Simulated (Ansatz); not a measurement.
# BrFH2OSn: small, medium and large basis sets

The task here is to estimate one member of a computed series from the others.

Program: Ansatz 0.2.0, Gaussian basis. Level of theory: one geometry, several basis sets. These are calculated values, not measurements.

The runs, in order: PBE0-D4/def2-SVP; ωB97M-V/def2-SVP; PBE0-D4/def2-QZVPP; ωB97M-V/def2-QZVPP; the functionals' def2-TZVPP values are taken from earlier runs.

## Structure used throughout

An earlier PBE0-D4 in a triple-zeta def2 set relaxation fixed the geometry. Sn takes the def2 core potential; no spin-orbit term is included.

SMILES `[OH][SnH]([F])[Br]`, 6 atoms, charge 0, spin multiplicity 1.

Atoms are counted from 1 here; the program's logs count them from 0.

Bond lengths: O1–Sn2 1.936 Å, O1–H5 0.961 Å, Sn2–F3 1.910 Å, Sn2–Br4 2.451 Å, Sn2–H6 1.687 Å. Angles: Sn2–O1–H5 113.8°, O1–Sn2–F3 106.3°, O1–Sn2–Br4 109.9°, O1–Sn2–H6 110.6°, F3–Sn2–Br4 104.4°, F3–Sn2–H6 109.7°, Br4–Sn2–H6 115.4°.

Set-up of the first run:

Input file in.yaml:

```yaml
crystal:
  periodic: [false, false, false]
  atoms:
    - {symbol: O, position_ang: [-0.582439, 0.137465, -1.462666]}
    - {symbol: Sn, position_ang: [0.004250, -0.352400, 0.315576]}
    - {symbol: F, position_ang: [1.900089, -0.557440, 0.215583]}
    - {symbol: Br, position_ang: [-0.327107, 1.527695, 1.852606]}
    - {symbol: H, position_ang: [-0.252457, 0.990250, -1.759074]}
    - {symbol: H, position_ang: [-0.700136, -1.809569, 0.791877]}
basis:
  gaussian: {orbitals: def2-SVP}
hamiltonian: {xc: pbe0, dispersion: d4}
output: {orbitals: {seedname: orbitals}}
```

Started as:

```bash
$ ansatz run in.yaml --threads 4 --pin off --events-out ev --progress --plain --max-ram 10444MiB
```

Steps of the session up to this table: PBE0-D4 in def2-SVP; ωB97M-V in def2-SVP; PBE0-D4 in def2-QZVPP; ωB97M-V in def2-QZVPP.

One table of the session follows, with a row left open; its other results are not shown here.

It belongs to the step «Density functionals: the series». 

| functional | basis | HOMO (eV) | LUMO (eV) |
| --- | --- | --- | --- |
| PBE0-D4 | def2-SVP | -8.78 | -1.66 |
| PBE0-D4 | def2-TZVPP | -8.93 | -1.87 |
| PBE0-D4 | def2-QZVPP | -8.94 | -1.91 |
| ωB97M-V | def2-SVP | -10.99 | 0.43 |
| ωB97M-V | def2-TZVPP | -11.17 | 0.12 |
| ωB97M-V | def2-QZVPP | ? | ? |

Q: Estimate the row for ωB97M-V, def2-QZVPP from the others.

**Answer.** HOMO (eV): -11.18; LUMO (eV): 0.00. In the column «HOMO (eV)» it is the lowest.
